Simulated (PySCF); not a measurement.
**[Hf(N2)6]4+: how settings move a single point**

Which settings matter for [Hf(N2)6]4+? Each run alters one on purpose. The structure is generated, not taken from experiment.

Method: BP86, Hf def2-SVP with ECP60, N def2-SVP; scalar-relativistic core potentials, no spin–orbit coupling; program: PySCF 2.14.0.

3 further runs of the same task are left out: 2 for a known fault of the program, 1 that didn't finish. Runs told in other sessions of the task aren't counted.

## Step 1: The starting structure

13 atoms, charge 4, spin multiplicity 1.

Bond lengths: Hf1–N2 2.315 Å, Hf1–N4 2.315 Å, Hf1–N6 2.315 Å, Hf1–N8 2.315 Å, Hf1–N10 2.315 Å, Hf1–N12 2.315 Å, N2–N3 1.124 Å, N4–N5 1.124 Å, N6–N7 1.124 Å, N8–N9 1.124 Å, N10–N11 1.124 Å, N12–N13 1.124 Å. Angles: N2–Hf1–N4 180.0°, N2–Hf1–N6 90.0°, N2–Hf1–N8 90.0°, N2–Hf1–N10 90.0°, N2–Hf1–N12 90.0°, N4–Hf1–N6 90.0°, N4–Hf1–N8 90.0°, N4–Hf1–N10 90.0°, N4–Hf1–N12 90.0°, N6–Hf1–N8 90.0°, N6–Hf1–N10 180.0°, N6–Hf1–N12 90.0°, N8–Hf1–N10 90.0°, N8–Hf1–N12 180.0°, N10–Hf1–N12 90.0°, Hf1–N2–N3 180.0°, Hf1–N4–N5 180.0°, Hf1–N6–N7 180.0° and more.

Geometry (Å):

```xyz
13
charge 4, multiplicity 1
Hf    0.0000    0.0000    0.0000
N     0.0000    0.0000    2.3146
N     0.0000    0.0000    3.4390
N     0.0000    0.0000   -2.3146
N     0.0000    0.0000   -3.4390
N     2.3146    0.0000    0.0000
N     3.4390    0.0000    0.0000
N     0.0000    2.3146    0.0000
N     0.0000    3.4390    0.0000
N    -2.3146    0.0000    0.0000
N    -3.4390    0.0000    0.0000
N     0.0000   -2.3146    0.0000
N     0.0000   -3.4390    0.0000
```

Formal oxidation states: Hf +4. An earlier session relaxed this geometry at BP86, Hf def2-SVP with ECP60, N def2-SVP (singlet, point group Oh).

The sound run used a (50, 194) grid (finer on f atoms), a threshold of 1e-8 and at most 55 cycles, and ended at -702.698410 Eh.

## Step 2: Altered run 1

File run.py (the lines that set the calculation):

```python
mol = gto.M(atom='''
Hf     0.00000     0.00000     0.00000
N      0.00000     0.00000     2.31460
N      0.00000     0.00000     3.43904
N      0.00000     0.00000    -2.31460
N      0.00000     0.00000    -3.43904
N      2.31460     0.00000     0.00000
N      3.43904     0.00000     0.00000
N      0.00000     2.31460     0.00000
N      0.00000     3.43904     0.00000
N     -2.31460     0.00000     0.00000
N     -3.43904     0.00000     0.00000
N      0.00000    -2.31460     0.00000
N      0.00000    -3.43904     0.00000''',
    basis={'Hf': 'def2-SVP', 'N': 'def2-SVP'},
    ecp={'Hf': 'def2-SVP'},
    charge=4, spin=0)
mf = dft.RKS(mol, xc='B88,P86')
mf.grids.atom_grid = (50, 194)
mf = mf.density_fit()  # fitting sets: Hf def2-universal-JKFIT, N def2-universal-JKFIT
mf.conv_tol = 1e-05; mf.max_cycle = 55
mf.kernel(dm0)  # dm0: free metal ions and neutral atoms
```

Command:

```bash
> OMP_NUM_THREADS=4 python run.py
```

Log:

```text
init E= -694.803854505391
  HOMO = -1.06928654261223  LUMO = -1.03629642340266  gap/eV = 0.89771
cycle= 1 E= -700.993515441062  delta_E= -6.19  |g|= 2.83  |ddm|=  5.2
  HOMO = -0.776762902678308  LUMO = -0.612814997528905  gap/eV = 4.46125
cycle= 2 E= -687.235605581665  delta_E= 13.8  |g|= 7.62  |ddm|= 6.72
  HOMO = -0.990489283430281  LUMO = -0.886361591779948  gap/eV = 2.83346
cycle= 3 E= -702.654970919737  delta_E= -15.4  |g|= 0.421  |ddm|= 5.61
  HOMO = -1.0549684276579  LUMO = -0.916958965151286  gap/eV = 3.75543
cycle= 4 E= -702.678639980136  delta_E= -0.0237  |g|= 0.286  |ddm|= 0.756
  HOMO = -1.04006131498743  LUMO = -0.93911843877278  gap/eV = 2.74680
cycle= 5 E= -702.68319502206  delta_E= -0.00456  |g|= 0.24  |ddm|= 0.398
  HOMO = -1.03744478094604  LUMO = -0.919118110550382  gap/eV = 3.21983
cycle= 6 E= -702.697409505325  delta_E= -0.0142  |g|= 0.0701  |ddm|= 0.188
  HOMO = -1.03821811969954  LUMO = -0.918761959480612  gap/eV = 3.25057
cycle= 7 E= -702.698334902459  delta_E= -0.000925  |g|= 0.0185  |ddm|= 0.0308
  HOMO = -1.03838451633515  LUMO = -0.917635696918637  gap/eV = 3.28574
cycle= 8 E= -702.698410220279  delta_E= -7.53e-05  |g|= 0.000442  |ddm|= 0.0141
  HOMO = -1.03840592025605  LUMO = -0.917734448467138  gap/eV = 3.28364
cycle= 9 E= -702.698410276182  delta_E= -5.59e-08  |g|= 0.000154  |ddm|= 0.000777
  HOMO = -1.03841188904605  LUMO = -0.917709911668084  gap/eV = 3.28447
Extra cycle  E= -702.698410186202  delta_E= 9e-08  |g|= 0.000684  |ddm|= 0.00051
converged SCF energy = -702.698410186202
```

Run time: 13 s. Hardware: 4 threads of Arm Neoverse V1, shared host.

Changed: the SCF threshold (1e-05). It converges in 9 cycles, at the sound run's energy within 0.001 eV, with a largest force component of 0.01 eV/Å. The result survives the change.

## Step 3: Altered run 2

Changes to run.py (the lines that set the calculation) since step 2:

```diff
@@ -18,5 +18,5 @@
 mf = dft.RKS(mol, xc='B88,P86')
-mf.grids.atom_grid = (50, 194)
+mf.grids.atom_grid = (40, 110)
 mf = mf.density_fit()  # fitting sets: Hf def2-universal-JKFIT, N def2-universal-JKFIT
-mf.conv_tol = 1e-05; mf.max_cycle = 55
+mf.conv_tol = 1e-08; mf.max_cycle = 55
 mf.kernel(dm0)  # dm0: free metal ions and neutral atoms
```

Command:

```bash
> OMP_NUM_THREADS=4 python run.py
```

Log:

```text
init E= -694.802602354422
  HOMO = -1.06928446518582  LUMO = -1.0363786977287  gap/eV = 0.89541
cycle= 1 E= -700.991781585992  delta_E= -6.19  |g|= 2.83  |ddm|=  5.2
  HOMO = -0.776684642709475  LUMO = -0.612899206894252  gap/eV = 4.45683
cycle= 2 E= -687.235364847908  delta_E= 13.8  |g|= 7.62  |ddm|= 6.72
  HOMO = -0.990450292837081  LUMO = -0.886479573340237  gap/eV = 2.82919
cycle= 3 E= -702.653228978256  delta_E= -15.4  |g|= 0.421  |ddm|= 5.61
  HOMO = -1.05494941698462  LUMO = -0.917100865803081  gap/eV = 3.75105
cycle= 4 E= -702.676878650223  delta_E= -0.0236  |g|= 0.287  |ddm|= 0.756
  HOMO = -1.04003622105464  LUMO = -0.939277103961194  gap/eV = 2.74180
cycle= 5 E= -702.681423755798  delta_E= -0.00455  |g|= 0.24  |ddm|= 0.399
  HOMO = -1.03741507170069  LUMO = -0.919257445344709  gap/eV = 3.21523
cycle= 6 E= -702.69568182591  delta_E= -0.0143  |g|= 0.0701  |ddm|= 0.189
  HOMO = -1.0381886096784  LUMO = -0.918901332168775  gap/eV = 3.24597
cycle= 7 E= -702.696608344013  delta_E= -0.000927  |g|= 0.0185  |ddm|= 0.0308
  HOMO = -1.03835505819692  LUMO = -0.917774918895275  gap/eV = 3.28115
cycle= 8 E= -702.696683804222  delta_E= -7.55e-05  |g|= 0.000444  |ddm|= 0.0141
  HOMO = -1.03837648546471  LUMO = -0.917873797730019  gap/eV = 3.27905
cycle= 9 E= -702.696683860536  delta_E= -5.63e-08  |g|= 0.000154  |ddm|= 0.000778
  HOMO = -1.03837630583502  LUMO = -0.917866891516986  gap/eV = 3.27923
cycle= 10 E= -702.696683865592  delta_E= -5.06e-09  |g|= 5.78e-06  |ddm|= 0.000116
  HOMO = -1.03837597540158  LUMO = -0.917867874595251  gap/eV = 3.27919
Extra cycle  E= -702.696683865462  delta_E= 1.31e-10  |g|= 2.59e-05  |ddm|= 2.02e-05
converged SCF energy = -702.696683865462
```

Run time: 8.9 s. Hardware: 4 threads of Arm Neoverse V1, shared host.

Changed: the integration grid, to (40, 110). It converges in 10 cycles, +0.047 eV from the sound run, with a largest force component of 0.02 eV/Å. The setting is unsound, so these numbers aren't the compound's.

## Step 4: Altered run 3

Changes to run.py (the lines that set the calculation) since step 3:

```diff
@@ -16,7 +16,7 @@
     ecp={'Hf': 'def2-SVP'},
-    charge=4, spin=0)
-mf = dft.RKS(mol, xc='B88,P86')
-mf.grids.atom_grid = (40, 110)
+    charge=4, spin=3)
+mf = dft.UKS(mol, xc='B88,P86')
+mf.grids.atom_grid = (50, 194)
 mf = mf.density_fit()  # fitting sets: Hf def2-universal-JKFIT, N def2-universal-JKFIT
-mf.conv_tol = 1e-08; mf.max_cycle = 55
+mf.conv_tol = 1e-08; mf.max_cycle = 88
 mf.kernel(dm0)  # dm0: free metal ions and neutral atoms
```

Command:

```bash
> OMP_NUM_THREADS=4 python run.py
```

Log:

```text
RuntimeError: Electron number 92 and spin 3 are not consistent
Note mol.spin = 2S = Nalpha - Nbeta, not 2S+1
```

Hardware: 4 threads of Arm Neoverse V1, shared host.

Changed: the spin (3 unpaired electrons); the cycle limit is 88. The program refuses it: the number of electrons and the spin don't fit.

## Step 5: Altered run 4

File run.py (the lines that set the calculation):

```python
mol = gto.M(atom='''
Hf     0.00000     0.00000     0.00000
N      0.00000     0.00000     2.17573
N      0.00000     0.00000     3.23270
N      0.00000     0.00000    -2.17573
N      0.00000     0.00000    -3.23270
N      2.17573     0.00000     0.00000
N      3.23270     0.00000     0.00000
N      0.00000     2.17573     0.00000
N      0.00000     3.23270     0.00000
N     -2.17573     0.00000     0.00000
N     -3.23270     0.00000     0.00000
N      0.00000    -2.17573     0.00000
N      0.00000    -3.23270     0.00000''',
    basis={'Hf': 'def2-SVP', 'N': 'def2-SVP'},
    ecp={'Hf': 'def2-SVP'},
    charge=4, spin=0)
mf = dft.RKS(mol, xc='B88,P86')
mf.grids.atom_grid = (50, 194)
mf = mf.density_fit()  # fitting sets: Hf def2-universal-JKFIT, N def2-universal-JKFIT
mf.conv_tol = 1e-08; mf.max_cycle = 55
mf.kernel(dm0)  # dm0: free metal ions and neutral atoms
```

Command:

```bash
> OMP_NUM_THREADS=4 python run.py
```

Log:

```text
init E= -695.590638649824
  HOMO = -1.10405284651661  LUMO = -1.0705102684401  gap/eV = 0.91274
cycle= 1 E= -701.196011203  delta_E= -5.61  |g|= 2.61  |ddm|= 5.34
  HOMO = -0.828694574493312  LUMO = -0.670468438631393  gap/eV = 4.30555
cycle= 2 E= -691.153394653218  delta_E=   10  |g|= 6.91  |ddm|= 5.93
  HOMO = -1.00787260658358  LUMO = -0.913684084309584  gap/eV = 2.56300
cycle= 3 E= -702.523228900403  delta_E= -11.4  |g|= 0.523  |ddm|= 5.03
  HOMO = -1.07228155055385  LUMO = -0.914726231852304  gap/eV = 4.28730
cycle= 4 E= -702.568027930568  delta_E= -0.0448  |g|= 0.286  |ddm|= 0.911
  HOMO = -1.06143992148914  LUMO = -0.945039630980723  gap/eV = 3.16741
cycle= 5 E= -702.587245202049  delta_E= -0.0192  |g|= 0.126  |ddm|= 0.419
  HOMO = -1.05783065494902  LUMO = -0.930822403076864  gap/eV = 3.45607
cycle= 6 E= -702.591157587843  delta_E= -0.00391  |g|= 0.0228  |ddm|= 0.116
  HOMO = -1.05815572217668  LUMO = -0.930972639919017  gap/eV = 3.46083
cycle= 7 E= -702.591249780032  delta_E= -9.22e-05  |g|= 0.00648  |ddm|= 0.00985
  HOMO = -1.05822877048424  LUMO = -0.930589424896271  gap/eV = 3.47324
cycle= 8 E= -702.591258778633  delta_E= -9e-06  |g|= 0.000656  |ddm|= 0.00471
  HOMO = -1.05824176480622  LUMO = -0.930581400657855  gap/eV = 3.47382
cycle= 9 E= -702.59125886403  delta_E= -8.54e-08  |g|= 7.49e-06  |ddm|= 0.000393
  HOMO = -1.05824188941669  LUMO = -0.93058170731341  gap/eV = 3.47381
cycle= 10 E= -702.591258864042  delta_E= -1.16e-11  |g|= 1.46e-06  |ddm|= 6.98e-06
  HOMO = -1.05824193221808  LUMO = -0.930581373203097  gap/eV = 3.47382
Extra cycle  E= -702.591258864033  delta_E= 8.41e-12  |g|= 5.54e-06  |ddm|= 4.81e-06
converged SCF energy = -702.591258864033
```

It took 14 s on 4 threads of Arm Neoverse V1, shared host.

Changed: the scale of all coordinates (0.94). It converges in 10 cycles, +2.916 eV from the sound run, with a largest force component of 11.78 eV/Å. The setting is unsound, so these numbers aren't the compound's.

## Step 6: Altered run 5

File run.py (the lines that set the calculation):

```python
mol = gto.M(atom='''
Hf     0.00000     0.00000     0.00000
N      0.00000     0.00000     2.31460
N      0.00000     0.00000     3.43904
N      0.00000     0.00000    -2.31460
N      0.00000     0.00000    -3.43904
N      2.31460     0.00000     0.00000
N      3.43904     0.00000     0.00000
N      0.00000     2.31460     0.00000
N      0.00000     3.43904     0.00000
N     -2.31460     0.00000     0.00000
N     -3.43904     0.00000     0.00000
N      0.00000    -2.31460     0.00000
N      0.00000    -3.43904     0.00000''',
    basis={'Hf': 'def2-SVP', 'N': 'def2-SVP'},
    ecp={'Hf': 'def2-SVP'},
    charge=4, spin=0)
mf = dft.RKS(mol, xc='B88,P86')
mf.grids.atom_grid = (50, 194)
mf = mf.density_fit()  # fitting sets: Hf def2-universal-JKFIT, N def2-universal-JKFIT
mf.conv_tol = 1e-08; mf.max_cycle = 87
mf.kernel(dm0)  # dm0: core Hamiltonian
```

Command:

```bash
> OMP_NUM_THREADS=4 python run.py
```

Log:

```text
init E= -613.578092085563
cycle= 1 E= -543.508191326588  delta_E= 70.1  |g|= 13.6  |ddm|= 59.4
  HOMO = -4.46319366015009  LUMO = -4.43083847297506  gap/eV = 0.88043
cycle= 2 E= -520.624075168906  delta_E= 22.9  |g|= 15.4  |ddm|= 60.9
cycle= 3 E= -672.450326450911  delta_E= -152  |g|= 9.93  |ddm|= 44.3
  HOMO = -0.966410099701727  LUMO = -0.962899663575566  gap/eV = 0.09552
cycle= 4 E= -659.467891542541  delta_E=   13  |g|= 8.42  |ddm|= 14.9
  HOMO = -0.962135306055617  LUMO = -0.801826746343373  gap/eV = 4.36222
cycle= 5 E= -660.34651733289  delta_E= -0.879  |g|= 6.64  |ddm|= 12.8
  HOMO = -0.769256253075396  LUMO = -0.756596130289997  gap/eV = 0.34450
cycle= 6 E= -685.393787437231  delta_E=  -25  |g|= 5.79  |ddm|=    9
  HOMO = -0.921712360746372  LUMO = -0.814060881297905  gap/eV = 2.92935
cycle= 7 E= -702.249114842552  delta_E= -16.9  |g|= 1.31  |ddm|= 5.46
  HOMO = -1.03593720812604  LUMO = -0.891401746648666  gap/eV = 3.93301
cycle= 8 E= -701.328037253131  delta_E= 0.921  |g|= 2.59  |ddm|= 2.05
  HOMO = -1.02016738151453  LUMO = -0.892095556782452  gap/eV = 3.48501
cycle= 9 E= -702.608383973078  delta_E= -1.28  |g|= 0.626  |ddm|= 1.51
  HOMO = -0.996338592842312  LUMO = -0.869056404702398  gap/eV = 3.46352
cycle= 10 E= -702.639907709306  delta_E= -0.0315  |g|= 0.505  |ddm|= 0.522
  HOMO = -1.00919266382788  LUMO = -0.888202979277318  gap/eV = 3.29230
cycle= 11 E= -702.65392592028  delta_E= -0.014  |g|= 0.423  |ddm|= 0.175
  HOMO = -0.980062190175647  LUMO = -0.919481804901707  gap/eV = 1.64848
cycle= 12 E= -702.664737370331  delta_E= -0.0108  |g|= 0.331  |ddm|= 0.427
  HOMO = -1.02611766851688  LUMO = -0.916793195757467  gap/eV = 2.97487
cycle= 13 E= -702.690470050368  delta_E= -0.0257  |g|= 0.193  |ddm|= 0.325
  HOMO = -1.037173776937  LUMO = -0.91573435659145  gap/eV = 3.30453
cycle= 14 E= -702.696829716807  delta_E= -0.00636  |g|= 0.0857  |ddm|= 0.169
  HOMO = -1.03793789373645  LUMO = -0.917315371119369  gap/eV = 3.28231
cycle= 15 E= -702.698402575694  delta_E= -0.00157  |g|= 0.00557  |ddm|= 0.0631
  HOMO = -1.03837178532883  LUMO = -0.917768169438287  gap/eV = 3.28179
cycle= 16 E= -702.698410156145  delta_E= -7.58e-06  |g|= 0.000649  |ddm|= 0.0062
  HOMO = -1.03837842112864  LUMO = -0.917736462255395  gap/eV = 3.28283
cycle= 17 E= -702.698410260368  delta_E= -1.04e-07  |g|= 0.000262  |ddm|= 0.00104
  HOMO = -1.03840295287381  LUMO = -0.917728937748232  gap/eV = 3.28371
cycle= 18 E= -702.698410280985  delta_E= -2.06e-08  |g|= 3.22e-05  |ddm|= 0.000314
  HOMO = -1.03840546522018  LUMO = -0.917727026082017  gap/eV = 3.28383
cycle= 19 E= -702.69841028066  delta_E= 3.25e-10  |g|= 5.29e-05  |ddm|= 5.97e-05
  HOMO = -1.03840534847759  LUMO = -0.91772838322623  gap/eV = 3.28379
Extra cycle  E= -702.698410273629  delta_E= 7.03e-09  |g|= 0.000195  |ddm|= 0.000144
converged SCF energy = -702.698410273629
```

Run time: 18 s. Hardware: 4 threads of Arm Neoverse V1, shared host.

Changed: the starting guess (bare core Hamiltonian); the cycle limit is 87. It converges in 19 cycles, at the sound run's energy within 0.001 eV, with a largest force component of 0.00 eV/Å. The result survives the change.

## Step 7: Side by side

| run | changed | ending | energy change (eV) | cycles | time | usable |
| --- | --- | --- | --- | --- | --- | --- |
| 1 | the SCF threshold | converged | 0.000 | 9 | 13 s | yes |
| 2 | the integration grid | converged | +0.047 | 10 | 8.9 s | no |
| 3 | the spin | refused | – | – | 0 s | no |
| 4 | the scale of all coordinates | converged | +2.916 | 10 | 14 s | no |
| 5 | the starting guess | converged | 0.000 | 19 | 18 s | yes |

2 of 5 altered runs give a usable result. 2 ended normally with numbers unfit to quote.
